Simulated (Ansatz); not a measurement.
# C3NiO3: the cost of one run

Method: the levels named in each step, in Ansatz 0.2.0.

## 1. The starting structure

Bond lengths: O1–C2 1.114 Å, C2–Ni3 1.969 Å, Ni3–C4 1.968 Å, C4–O5 1.114 Å, Ni3–C6 1.970 Å, C6–O7 1.114 Å. Angles: O1–C2–Ni3 179.9°, C2–Ni3–C4 120.0°, C2–Ni3–C6 119.9°, C4–Ni3–C6 120.0°, Ni3–C4–O5 179.9°, Ni3–C6–O7 179.8°.

As a file:

```xyz
7

O    -0.9304    2.9357   -0.1517
C    -0.5958    1.8745   -0.0968
Ni   -0.0011   -0.0005    0.0000
C    -1.3145   -1.4372    0.2905
O    -2.0600   -2.2485    0.4551
C     1.9103   -0.4372   -0.1937
O     2.9905   -0.6871   -0.3027
```

## 2. A rough first relaxation, PBE-D4/def2-SVP

The input, input.yaml:

```yaml
crystal:
  periodic: [false, false, false]
  atoms:
    - { symbol: O, position_ang: [-0.93036, 2.93567, -0.15174] }
    - { symbol: C, position_ang: [-0.59581, 1.87448, -0.09682] }
    - { symbol: Ni, position_ang: [-0.00107, -0.0005, 0.0] }
    - { symbol: C, position_ang: [-1.31452, -1.43725, 0.29047] }
    - { symbol: O, position_ang: [-2.06005, -2.24851, 0.45511] }
    - { symbol: C, position_ang: [1.91033, -0.43723, -0.19368] }
    - { symbol: O, position_ang: [2.99049, -0.6871, -0.30271] }
magnetization:
  spin_polarized: true
  initial_magnetization: 1
total_charge: 1
basis:
  gaussian: { orbitals: def2-SVP }
hamiltonian:
  xc: pbe
  dispersion: d4
relax:
  f_tol: 0.03
  max_steps: 200
```

Command:

```console
$ ansatz run input.yaml --threads 4 --pin off --max-ram 10240MiB --backend cpu --events-out ev --progress --plain --runs-dir out
```

**Question.** How long does this run take on 4 threads of Intel Xeon at 2.50GHz (Skylake/Cascade Lake), shared host, and how much memory does it need?

About 65 s, with a peak of 0.33 GiB.
